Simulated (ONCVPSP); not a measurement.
**Pseudopotential generation for Ir: ONCV, LDA (Perdew-Wang 92)**

Task: generate the file, and judge it by its errors in other configurations, its logarithmic derivatives, its ghosts and its cutoff.

Program: ONCVPSP 4.0.1.1 (patched build). Reference atom: LDA (Perdew-Wang 92), scalar-relativistic, spherical and spin-unpolarised. All values are calculated.

## (1) Settings

Typed settings, in words:

| Quantity | Value |
| --- | --- |
| element | iridium (Ir, Z = 77) |
| type | optimised norm-conserving Vanderbilt (ONCV) |
| frozen core | [Kr] 4d10 4f14 |
| valence charge | 17 |
| reference configuration | 5s2 5p6 5d7 6s2 |
| partial waves | 5s+6s: rc 1.55 bohr, ncon 4, nbas 7, qcut 6.5 1/bohr, 3 projectors, debl 2.9 Ha; 5p: rc 1.20 bohr, ncon 5, nbas 9, qcut 5.8 1/bohr, 3 projectors, debl 3 Ha; 5d: rc 1.95 bohr, ncon 5, nbas 9, qcut 9.4 1/bohr, 2 projectors, debl 1.1 Ha |
| local potential | polynomial inside 0.95 bohr (lpopt 5, dvloc0 0 Ha) |
| core correction | Teter function, fcfact 5.25, rcfact 1.5 |

The outer shells as boxes (Hund's rule for the drawing; the calculation is spin-unpolarised):

```
[Kr] core
4d [↑↓][↑↓][↑↓][↑↓][↑↓]
4f [↑↓][↑↓][↑↓][↑↓][↑↓][↑↓][↑↓]
5s [↑↓]
5p [↑↓][↑↓][↑↓]
5d [↑↓][↑↓][↑ ][↑ ][↑ ]
6s [↑↓]
```

## (2) Generation

Ir.dat

```
# ATOM AND REFERENCE CONFIGURATION
# atsym  z   nc   nv     iexc    psfile
  Ir 77.00   10    4  -001012      upf
#
#   n    l    f
    1    0    2.00
    2    0    2.00
    2    1    6.00
    3    0    2.00
    3    1    6.00
    3    2   10.00
    4    0    2.00
    4    1    6.00
    4    2   10.00
    4    3   14.00
    5    0    2.00
    5    1    6.00
    5    2    7.00
    6    0    2.00
#
# PSEUDOPOTENTIAL AND OPTIMIZATION
# lmax
    2
#
#   l,   rc,      ep,       ncon, nbas, qcut
    0    1.55    0.00    4    7    6.50
    1    1.20    0.00    5    9    5.80
    2    1.95    0.00    5    9    9.40
#
# LOCAL POTENTIAL
# lloc, lpopt,  rc(5),   dvloc0
    4    5    0.95    0.00
#
# VANDERBILT-KLEINMAN-BYLANDER PROJECTORs
# l, nproj, debl
    0    3    2.90
    1    3    3.00
    2    2    1.10
#
# MODEL CORE CHARGE
# icmod, fcfact, rcfact
    3    5.25    1.50
#
# LOG DERIVATIVE ANALYSIS
# epsh1, epsh2, depsh
   -5.00    5.00    0.04
#
# OUTPUT GRID
# rlmax, drl
    6.00    0.01
#
# TEST CONFIGURATIONS
# ncnf
    4
# nvcnf
#   n    l    f
    4
    5    0    2.00
    5    1    6.00
    5    2    7.00
    6    0    1.00
#
    4
    5    0    2.00
    5    1    6.00
    5    2    7.00
    6    0    0.00
#
    4
    5    0    2.00
    5    1    6.00
    5    2    6.00
    6    0    0.00
#
    5
    5    0    2.00
    5    1    6.00
    5    2    7.00
    6    0    1.00
    6    1    1.00
#
```

On the command line:

```sh
oncvpsp.x < Ir.dat > Ir.out
```

**Question.** What will these runs give? Wanted: cutoffs for 1 and 0.1 mHa per electron, occupied waves; bound ghosts; GHOST(+) flags; largest test error; largest phase difference near zero energy, channels read; rms error of d²Exc/dn², without and with the model core.

The runs gave:

| quantity | value |
| --- | --- |
| cutoffs for 1 and 0.1 mHa per electron, occupied waves | 161 Ha and 185 Ha |
| bound ghosts | p at -2741.21 eV |
| GHOST(+) flags | s at 204 eV, p at 458 eV |
| largest test error (AE − PS) | -25 meV, for 5s2 5p6 5d6 6s0 |
| largest phase difference near zero energy, channels read | 0.000 rad |
| rms error of d²Exc/dn², without and with the model core | 7.45 and 1.27 mHa |

In words: It has a bound ghost (p), a state that the atom doesn't have, and that rules the file out. Close by lies the frozen 3p level (-2603.0 eV). By total energies transferability is good: the largest error is 25 meV on 58.9 eV, for 5s2 5p6 5d6 6s0. Atomic tests can pass in spite of a ghost, since they solve only for the levels asked. By its cutoff, 161 Ha for the looser tolerance, it is very hard. At the looser tolerance the 5p wave is the slowest; 5s needs 19 Ha. Near zero energy the phases of the channels with partial waves agree within 0.001 rad. The program also flags highly localised states, GHOST(+) (s, p). Note that the frozen 4f shell (-63 eV) lies higher than the valence 5s shell (-98 eV). All of this concerns the isolated atom, not yet a solid.
